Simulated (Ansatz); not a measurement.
# Cs3Au: the cost of one run

Method: DFT PBE, scalar-relativistic, plane waves, PAW, in Ansatz 0.2.0.

## Step 1: The starting structure

The structure is tetragonal, space group I4/mmm (No. 139). The conventional cell has a = 5.182 Å, b = 5.182 Å, c = 11.576 Å, α = 90.00°, β = 90.00°, γ = 90.00°. Cs (site symmetry 4/mmm) has 4 Au at 3.66 Å and 8 Cs at 3.88 Å as nearest neighbours. Cs (site symmetry -4m2) has 8 Cs at 3.66 to 3.88 Å and 4 Au at 3.88 Å as nearest neighbours. Au (site symmetry 4/mmm) is surrounded by 12 Cs at 3.66 to 3.88 Å.

Structure file:

```cif
data_structure
_symmetry_space_group_name_H-M 'P 1'
_symmetry_Int_Tables_number 1
_cell_length_a 6.8505
_cell_length_b 6.8505
_cell_length_c 6.8505
_cell_angle_alpha 135.550
_cell_angle_beta 135.550
_cell_angle_gamma 64.676
_cell_volume 155.44
loop_
_atom_site_label
_atom_site_type_symbol
_atom_site_fract_x
_atom_site_fract_y
_atom_site_fract_z
_atom_site_occupancy
Cs1 Cs 0.50000 0.50000 0.00000 1
Cs2 Cs 0.25000 0.75000 0.50000 1
Cs3 Cs 0.75000 0.25000 0.50000 1
Au1 Au 0.00000 0.00000 0.00000 1
```

This is candidate A: TiAl3 (D0_22) type (I4/mmm, No. 139).

(A quick probe on a coarse mesh, which set the mesh and smearing, is not shown.)

## Step 3: The relaxation (candidate A)

File input.yaml:

```yaml
crystal:
  lattice:
    - [-2.5911520494, 2.5911520494, 5.7880279546]
    - [2.5911520494, -2.5911520494, 5.7880279546]
    - [2.5911520494, 2.5911520494, -5.7880279546]
  atoms:
    - { symbol: Cs, position: [0.5, 0.5, 0.0] }
    - { symbol: Cs, position: [0.25, 0.75, 0.5] }
    - { symbol: Cs, position: [0.75, 0.25, 0.5] }
    - { symbol: Au, position: [0.0, 0.0, 0.0] }
basis:
  ecutwfc: 420
kpoints:
  mp_grid: { grid: [12, 12, 12] }
hamiltonian:
  xc: pbe
scf:
  occupations: { method: gaussian, width: 0.1 }
output:
  forces: true
  stress: true
  eigenvalues: true
relax:
  adjacent_minimum: "off"
  f_tol: 0.01
  max_steps: 80
  cell: { stress_tol: 0.05 }
```

Run with:

```bash
$ ansatz run input.yaml --threads 1 --pin off --max-ram 2560MiB --backend cpu --events-out ev --progress --plain --runs-dir out
```

**Question.** How long does this run take on 1 thread of Arm Neoverse V2, shared host, and how much memory does it need?

About 9.5 min, with a peak of 1.1 GiB.
